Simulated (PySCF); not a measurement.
**C₅H₆BrFSi: runs on many settings**

Which settings matter for C₅H₆BrFSi (`FCC1=C[Si@H](Br)C=C1`)?

Programs: PySCF 2.14.0, with density-fitted response routines of our own. Each step states its level of theory. These are calculated values for one molecule in the gas phase, unless marked as measured. Atoms count from 0, in the outputs and in this text.

**1. The starting structure**

14 atoms, charge 0, multiplicity 1; geometry from: GFN2-xTB.

Bonds of the start (Å): F0–C1 1.37, C1–C2 1.50, C2–C3 1.34, C3–Si4 1.88, Si4–Br5 2.22, Si4–C6 1.88, C6–C7 1.34, C7–C2 1.47, C1–H8 1.10, C1–H9 1.10, C3–H10 1.08, Si4–H11 1.45, C6–H12 1.08, C7–H13 1.08.

**2. Nuclear shieldings: PBE0/pcSseg-1**

Job settings and geometry (Å):

```
{"job": {"kind": "nmr", "xc": "PBE0", "basis": "pcSseg-1"}, "charge": 0, "multiplicity": 1}
F      2.860639     0.765014     0.216214
C      2.091590    -0.368576     0.223889
C      0.641166    -0.066602     0.023114
C      0.104745     1.154213    -0.103700
Si    -1.748998     0.972828    -0.334276
Br    -2.899148     1.806627     1.376401
C     -1.580475    -0.898808    -0.202544
C     -0.290299    -1.196443    -0.030748
H      2.468627    -1.016570    -0.578344
H      2.255021    -0.860256     1.191927
H      0.699103     2.050206    -0.077551
H     -2.346255     1.507134    -1.545988
H     -2.350643    -1.648241    -0.253624
H      0.094250    -2.200998     0.073065
```

Level: GIAO PBE0/pcSseg-1 NMR shielding, non-relativistic, gas phase.

Launch:

```
$ OMP_NUM_THREADS=1 python probes_run.py task.json out
```

One launch serves the whole session: the jobs run in the order shown.

Log:

```text
coarse grid: 59776 points
cycle   1  E = -3156.5033449208  dE = -6.917e-02  |g| = 8.789e-01  |ddm| = 3.693e+00
cycle   2  E = -3156.4620542838  dE =  4.129e-02  |g| = 8.307e-01  |ddm| = 1.186e+00
cycle   3  E = -3156.5669851768  dE = -1.049e-01  |g| = 2.547e-01  |ddm| = 8.427e-01
cycle   4  E = -3156.5778741206  dE = -1.089e-02  |g| = 8.485e-02  |ddm| = 2.554e-01
cycle   5  E = -3156.5796651014  dE = -1.791e-03  |g| = 2.088e-02  |ddm| = 1.037e-01
cycle   6  E = -3156.5797551940  dE = -9.009e-05  |g| = 4.607e-03  |ddm| = 1.852e-02
cycle   7  E = -3156.5797594536  dE = -4.260e-06  |g| = 1.325e-03  |ddm| = 4.687e-03
final grid: 124880 points
cycle   8  E = -3156.5797871855  dE =  5.495e-07  |g| = 1.997e-03  |ddm| = 3.240e-03
cycle   9  E = -3156.5797853550  dE =  1.831e-06  |g| = 3.315e-03  |ddm| = 4.571e-03
cycle  10  E = -3156.5797881726  dE = -2.818e-06  |g| = 3.033e-04  |ddm| = 2.908e-03
cycle  11  E = -3156.5797881964  dE = -2.380e-08  |g| = 3.633e-05  |ddm| = 3.313e-04
cycle  12  E = -3156.5797881966  dE = -1.787e-10  |g| = 8.497e-06  |ddm| = 3.088e-05
converged SCF energy = -3156.5797881966

GIAO shielding tensors (ppm)
atom      isotropic    diamagn.    paramagn.     s11        s22        s33       span
  0 F      427.033     470.577     -43.544    408.227    413.284    459.588     51.361
  1 C       99.495     239.108    -139.613     69.210     79.843    149.432     80.222
  2 C       20.844     264.581    -243.737    -96.404     33.983    124.955    221.359
  3 C       61.721     255.597    -193.876    -36.944     45.232    176.875    213.820
  4 Si     347.619     878.503    -530.884    294.101    358.139    390.618     96.516
  5 Br    2772.333    3123.715    -351.382   2639.967   2665.975   3011.055    371.088
  6 C       47.375     260.786    -213.411    -60.956     35.850    167.229    228.185
  7 C       36.173     254.112    -217.939    -83.763     47.252    145.030    228.793
  8 H       26.262      27.453      -1.191     21.810     26.822     30.153      8.342
  9 H       26.256      27.534      -1.278     22.209     26.696     29.862      7.652
 10 H       25.582      32.007      -6.425     22.853     24.773     29.119      6.267
 11 H       25.990      27.230      -1.239     21.656     23.637     32.678     11.021
 12 H       25.414      30.371      -4.957     23.487     25.500     27.256      3.769
 13 H       24.901      32.323      -7.422     22.833     23.741     28.131      5.298
```

Run time: 39 s. Hardware: 1 thread of Arm Neoverse V2, shared host; peak memory 0.96 GiB.

Shifts follow as δ = σ(reference) − σ, with reference shieldings (ppm) from runs at the same level and on the same kind of geometry: ¹H TMS 31.72, ¹³C TMS 186.9, ²⁹Si TMS 349.2, ¹⁹F CFCl3 170.9, ⁷⁹Br HBr 2622. The references are single molecules in the gas phase, so shifts against H2O, NH3, PH3, H3PO4 or CFCl3 are not on the usual liquid scales and can be off by tens of ppm.

```
atoms                                                    environment  σ (ppm)  δ (ppm)  δ scaled to CDCl3
   C2                                fully substituted alkene carbon     20.8    166.1              160.2
   C7                                                      alkene CH     36.2    150.8              145.2
   C6                                                      alkene CH     47.4    139.6              134.3
   C3                                                      alkene CH     61.7    125.2              120.3
   C1                                    allylic sp3 CH2 bonded to F     99.5     87.4               83.4
  H13                                       hydrogen on an alkene CH    24.90     6.82               6.53
  H12                                       hydrogen on an alkene CH    25.41     6.30               6.05
  H10                                       hydrogen on an alkene CH    25.58     6.14               5.89
  H11  hydrogen on a silicon bonded to 2 C, Br, in a 5-membered ring    25.99     5.73                  –
   H9                     hydrogen on an allylic sp3 CH2 bonded to F    26.26     5.46               5.25
   H8                     hydrogen on an allylic sp3 CH2 bonded to F    26.26     5.46               5.25
   F0                                      fluorine on an sp3 carbon    427.0   -256.1                  –
  Si4             silicon bonded to 2 C, Br, H, in a 5-membered ring    347.6      1.5                  –
  Br5                                           bromine bonded to Si     2772     -150                  –
```

The scaled column applies a straight-line fit of computed shieldings to shifts measured in CDCl3, with any fitted terms for Cl, Br or S neighbours, and one for carbons that bear F (root-mean-square error 0.16 ppm for H, 1.9 ppm for C).

The run also stored atomic charges by several schemes (e):

```csv
atoms,Mulliken,IAO,Hirshfeld,ESP fit
F0,-0.33,-0.32,-0.11,-0.21
C1,0.34,0.04,0.03,-0.09
C2,-0.37,0.01,0.00,0.23
C3,-0.33,-0.46,-0.16,-0.35
Si4,0.98,0.86,0.34,0.24
Br5,-0.36,-0.25,-0.11,-0.13
C6,-0.37,-0.43,-0.14,-0.26
C7,-0.05,-0.14,-0.04,-0.22
```

Mayer bond orders: F0–C1 0.91, C1–C2 0.99, C2–C3 1.84, C3–Si4 0.89, Si4–Br5 0.95, Si4–C6 0.88, C6–C7 1.86, C7–C2 1.02.

Ring of atoms C2, C3, Si4, C6, C7: NICS(0) 2.4, NICS(1) -0.9, NICS(1)zz 4.5 ppm (means of both faces).

The fields below are evaluated on a grid from the run's orbitals.

Frontier orbitals at PBE0/pcSseg-1, with the share of their density that lies nearest to each atom:

| orbital | energy (eV) | lies on |
| --- | --- | --- |
| HOMO | -7.07 | C3 30 %; C6 24 %; C2 16 % |
| LUMO | -2.08 | C3, C6 about 18 % each; C2, C7 about 15 % each; Si4 10 % |

ELF in a plane through or near 10 of the atoms.

Ten even steps from '0' (0.00) to '9' (1.00):
```
0000000000000000000000000000
0000000000000000000000000000
0000000000000000000000000000
0000000000004650000000000000
0000000111029995000000000000
0000024564029996100001110000
0000268678107976752222221000
0000268546104266940243221000
0000135685347727817133211000
0000002422966452316122100000
0000014752862630575321000000
0000014552138637468720000000
0000001210036329266510000000
0000000000289747469841000000
0000000000899951599994000000
0000000000899920399983000000
0000000000156200047510000000
0000000000000000000000000000
0000000000000000000000000000
0000000000000000000000000000
```
The map spans 11.5 Å across and 9.5 Å up, centred on the molecule. Atoms in the plane (x, y in Å): F0 (-2.6, 1.4), C1 (-2.1, 0.1), C2 (-0.6, 0.1), C3 (0.2, 1.1), Si4 (1.9, 0.5), C6 (1.3, -1.2), C7 (0.0, -1.2), H10 (-0.2, 2.2), H12 (1.9, -2.2), H13 (-0.6, -2.1).

On the surface of density 0.002 e/bohr³ the electrostatic potential runs, from the 1st to the 99th percentile, from -0.90 V near F0 to 1.33 V near H13.

**3. Excited states and response: PBE0/def2-SVPD**

The job, as its differences from that of step 2:

```diff
@@ -1,2 +1,2 @@
-{"job": {"kind": "nmr", "xc": "PBE0", "basis": "pcSseg-1"}, "charge": 0, "multiplicity": 1}
+{"job": {"kind": "uv", "xc": "PBE0", "basis": "def2-SVPD", "nstates": 6, "ntriplets": 2}, "charge": 0, "multiplicity": 1}
 F      2.860639     0.765014     0.216214
```

Method: TDDFT PBE0/def2-SVPD, vertical, gas phase, core orbitals frozen in the response.

Log:

```text
coarse grid: 59776 points
cycle   1  E = -3156.2339395367  dE =  1.220e-02  |g| = 5.416e-01  |ddm| = 7.486e+00
cycle   2  E = -3156.1865965873  dE =  4.734e-02  |g| = 7.369e-01  |ddm| = 2.098e+00
cycle   3  E = -3156.2965134992  dE = -1.099e-01  |g| = 1.067e-01  |ddm| = 1.216e+00
cycle   4  E = -3156.2986020232  dE = -2.089e-03  |g| = 5.051e-02  |ddm| = 3.566e-01
cycle   5  E = -3156.2992911046  dE = -6.891e-04  |g| = 1.148e-02  |ddm| = 1.545e-01
cycle   6  E = -3156.2993167727  dE = -2.567e-05  |g| = 4.701e-03  |ddm| = 2.444e-02
cycle   7  E = -3156.2993214443  dE = -4.672e-06  |g| = 6.161e-04  |ddm| = 8.900e-03
final grid: 124880 points
cycle   8  E = -3156.2993428252  dE =  9.765e-08  |g| = 9.608e-04  |ddm| = 1.137e-02
cycle   9  E = -3156.2993423026  dE =  5.226e-07  |g| = 1.677e-03  |ddm| = 4.801e-03
cycle  10  E = -3156.2993430797  dE = -7.770e-07  |g| = 1.212e-04  |ddm| = 2.921e-03
cycle  11  E = -3156.2993430837  dE = -4.030e-09  |g| = 1.869e-05  |ddm| = 3.466e-04
cycle  12  E = -3156.2993430838  dE = -8.458e-11  |g| = 5.427e-06  |ddm| = 4.841e-05
converged SCF energy = -3156.2993430838

Static polarisability (au): isotropic 102.980, principal 81.069 94.693 133.178

Singlet excitations
state   eV       nm        f      main configurations
  1   4.0041    309.6   0.02128   H->L 0.98
  2   4.9454    250.7   0.00918   H-2->L 0.90
  3   5.0601    245.0   0.00853   H-1->L 0.93
  4   6.1495    201.6   0.00535   H-4->L 0.76, H-5->L 0.15
  5   6.1848    200.5   0.05081   H-3->L 0.55, H->L+1 0.11, H-4->L 0.09
  6   6.2399    198.7   0.01101   H-5->L 0.72, H-4->L 0.10

Triplet excitations (Tamm-Dancoff, eV): 2.5073 4.5685
```

Run time: 47 s. Hardware: 1 thread of Arm Neoverse V2, shared host; peak memory 1.1 GiB.

Frontier orbitals and where they lie:

```
orbital     eV                         atoms
 HOMO−3  -9.34     C7 19 %, C6 13 %, C2 12 %
 HOMO−2  -8.33   Br5 63 %, Si4 11 %, C3 10 %
 HOMO−1  -8.32   Br5 76 %, Si4 10 %, H11 5 %
   HOMO  -7.09     C3 27 %, C6 22 %, C2 19 %
   LUMO  -2.11     C6 19 %, C7 18 %, C2 16 %
 LUMO+1   0.40  Si4 22 %, Br5 16 %, H11 11 %
 LUMO+2   0.50  Si4 29 %, Br5 26 %, H11 15 %
```

With each of the 6 states as a Gaussian band of 0.4 eV half-width at 1/e, the curve within the window shown has maxima at 310 nm (ε 860), 248 nm (ε 700), 201 nm (ε 2,700) L/(mol cm). Beyond the last state computed it falls off for lack of states. The curve at chosen wavelengths:

(nm, ε (L/mol/cm)): (190, 1273), (197, 2493), (204, 2545), (211, 1538), (218, 638), (225, 305), (232, 367), (239, 564), (246, 695), (253, 673), (260, 540), (267, 401), (274, 339), (280, 373), (287, 496), (294, 657), (301, 794), (308, 860), (315, 841), (322, 751), (329, 618), (336, 474), (343, 341), (350, 233), (357, 152), (364, 95)

Leading natural transition orbitals of singlet state 5: the hole lies on C7 20 %; C2, C6 about 12 % each; H8, H11 about 9 % each; the particle on C2, C3, C6 about 17 % each; C7 14 %; Si4 10 %.

Leading natural transition orbitals of singlet state 1: the hole lies on C3 30 %; C6 23 %; C2 16 %; the particle on C6, C7 about 16 % each; Si4 14 %; C2, C3 about 13 % each.

Further results of this job:

| property | computed |
| --- | --- |
| dipole moment (D) | 2.63 |
| polarisability (Å³) | 15.26 |
| HOMO–LUMO gap (eV) | 4.98 |
| −ε(HOMO) (eV) | 7.09 |

**4. NMR shieldings: WP04/pcseg-1**

The job, as its differences from that of step 3:

```diff
@@ -1,2 +1,2 @@
-{"job": {"kind": "uv", "xc": "PBE0", "basis": "def2-SVPD", "nstates": 6, "ntriplets": 2}, "charge": 0, "multiplicity": 1}
+{"job": {"kind": "nmr", "xc": "WP04", "basis": "pcseg-1", "pop": true}, "charge": 0, "multiplicity": 1}
 F      2.860639     0.765014     0.216214
```

Level: GIAO WP04/pcseg-1 NMR shielding, non-relativistic, gas phase.

Log:

```text
coarse grid: 59776 points
cycle   1  E = -3179.5678094077  dE = -8.591e-02  |g| = 8.147e-01  |ddm| = 4.273e+00
cycle   2  E = -3179.4218837873  dE =  1.459e-01  |g| = 1.198e+00  |ddm| = 2.065e+00
cycle   3  E = -3179.7063731803  dE = -2.845e-01  |g| = 1.739e-01  |ddm| = 1.295e+00
cycle   4  E = -3179.7126277165  dE = -6.255e-03  |g| = 7.236e-02  |ddm| = 2.524e-01
cycle   5  E = -3179.7139528242  dE = -1.325e-03  |g| = 2.694e-02  |ddm| = 1.039e-01
cycle   6  E = -3179.7141218866  dE = -1.691e-04  |g| = 5.508e-03  |ddm| = 2.815e-02
cycle   7  E = -3179.7141298503  dE = -7.964e-06  |g| = 1.244e-03  |ddm| = 7.829e-03
final grid: 124880 points
cycle   8  E = -3179.7141432104  dE =  3.719e-07  |g| = 1.824e-03  |ddm| = 4.286e-03
cycle   9  E = -3179.7141411722  dE =  2.038e-06  |g| = 3.311e-03  |ddm| = 5.113e-03
cycle  10  E = -3179.7141439787  dE = -2.807e-06  |g| = 5.307e-04  |ddm| = 3.481e-03
cycle  11  E = -3179.7141440570  dE = -7.833e-08  |g| = 6.131e-05  |ddm| = 6.250e-04
cycle  12  E = -3179.7141440580  dE = -9.400e-10  |g| = 1.072e-05  |ddm| = 7.386e-05
converged SCF energy = -3179.7141440580

GIAO shielding tensors (ppm)
atom      isotropic    diamagn.    paramagn.     s11        s22        s33       span
  0 F      420.090     473.847     -53.757    406.026    409.922    444.323     38.297
  1 C       99.305     242.970    -143.665     65.104     80.458    152.354     87.250
  2 C       25.328     262.170    -236.842    -83.380     34.268    125.098    208.478
  3 C       63.652     257.024    -193.372    -28.687     46.470    173.172    201.859
  4 Si     318.973     876.381    -557.408    282.028    330.558    344.333     62.305
  5 Br    2683.432    3127.089    -443.656   2519.455   2551.063   2979.780    460.325
  6 C       53.414     259.459    -206.045    -47.281     40.358    167.164    214.444
  7 C       42.743     254.534    -211.792    -70.092     53.205    145.116    215.208
  8 H       26.840      27.849      -1.009     22.645     27.402     30.472      7.827
  9 H       26.817      28.038      -1.221     22.962     27.294     30.196      7.234
 10 H       26.197      32.785      -6.588     23.528     25.295     29.768      6.240
 11 H       27.159      29.082      -1.923     23.012     24.831     33.634     10.622
 12 H       26.157      30.486      -4.329     24.308     26.050     28.113      3.806
 13 H       25.698      32.644      -6.946     23.609     24.619     28.867      5.258
```

It took 22 s on 1 thread of Arm Neoverse V2, shared host; peak memory 0.9 GiB.

This run: δ C2 161.3, C7 143.9, C6 133.2, C3 123.0, H13 6.39, H12 5.93 ppm.

**5. Shielding tensors: PBE0/6-31G**

The job, as its differences from that of step 4:

```diff
@@ -1,2 +1,2 @@
-{"job": {"kind": "nmr", "xc": "WP04", "basis": "pcseg-1", "pop": true}, "charge": 0, "multiplicity": 1}
+{"job": {"kind": "nmr", "xc": "PBE0", "basis": "6-31G", "pop": true}, "charge": 0, "multiplicity": 1}
 F      2.860639     0.765014     0.216214
```

With the program's defaults for keys left out, this is: GIAO PBE0/6-31G NMR shielding, non-relativistic, gas phase.

Log:

```text
coarse grid: 59776 points
cycle   1  E = -3156.3011842378  dE =  1.997e-01  |g| = 6.067e-01  |ddm| = 3.769e+00
cycle   2  E = -3156.2522325721  dE =  4.895e-02  |g| = 8.161e-01  |ddm| = 1.630e+00
cycle   3  E = -3156.3816610689  dE = -1.294e-01  |g| = 1.152e-01  |ddm| = 9.403e-01
cycle   4  E = -3156.3849120736  dE = -3.251e-03  |g| = 3.553e-02  |ddm| = 1.930e-01
cycle   5  E = -3156.3852180666  dE = -3.060e-04  |g| = 1.514e-02  |ddm| = 5.470e-02
cycle   6  E = -3156.3852707782  dE = -5.271e-05  |g| = 1.106e-03  |ddm| = 1.491e-02
cycle   7  E = -3156.3852710517  dE = -2.735e-07  |g| = 6.145e-04  |ddm| = 2.599e-03
final grid: 124880 points
cycle   8  E = -3156.3853424828  dE =  1.228e-07  |g| = 9.453e-04  |ddm| = 2.113e-03
cycle   9  E = -3156.3853420044  dE =  4.784e-07  |g| = 1.607e-03  |ddm| = 2.916e-03
cycle  10  E = -3156.3853427296  dE = -7.252e-07  |g| = 1.436e-04  |ddm| = 1.799e-03
cycle  11  E = -3156.3853427354  dE = -5.821e-09  |g| = 6.530e-06  |ddm| = 2.116e-04
cycle  12  E = -3156.3853427354  dE = -3.638e-12  |g| = 2.770e-06  |ddm| = 1.344e-05
converged SCF energy = -3156.3853427354

GIAO shielding tensors (ppm)
atom      isotropic    diamagn.    paramagn.     s11        s22        s33       span
  0 F      431.248     469.196     -37.948    406.667    422.133    464.942     58.275
  1 C      119.463     241.822    -122.359     89.936    101.283    167.169     77.233
  2 C       48.742     252.914    -204.172    -53.253     60.123    139.357    192.610
  3 C       83.596     262.216    -178.620     -1.957     68.616    184.128    186.085
  4 Si     406.859     883.096    -476.238    336.584    426.924    457.068    120.484
  5 Br    2887.163    3121.060    -233.897   2755.811   2845.206   3060.473    304.662
  6 C       71.911     263.171    -191.260    -21.643     59.628    177.748    199.391
  7 C       62.938     255.720    -192.782    -42.605     73.019    158.401    201.006
  8 H       27.535      28.101      -0.565     22.940     28.257     31.409      8.469
  9 H       27.494      28.028      -0.534     23.140     28.111     31.231      8.091
 10 H       26.979      31.600      -4.621     24.489     26.634     29.814      5.324
 11 H       27.765      29.778      -2.012     23.501     25.529     34.266     10.765
 12 H       26.941      30.745      -3.804     25.509     26.972     28.343      2.834
 13 H       26.119      30.116      -3.997     24.567     24.917     28.873      4.307
```

Wall time 12 s (1 thread of Arm Neoverse V2, shared host); peak memory 0.77 GiB.

In short: δ C2 153.0, C7 138.8, C6 129.8, C3 118.1, H13 6.95, H12 6.13 ppm.

[end of part 1 of 2]
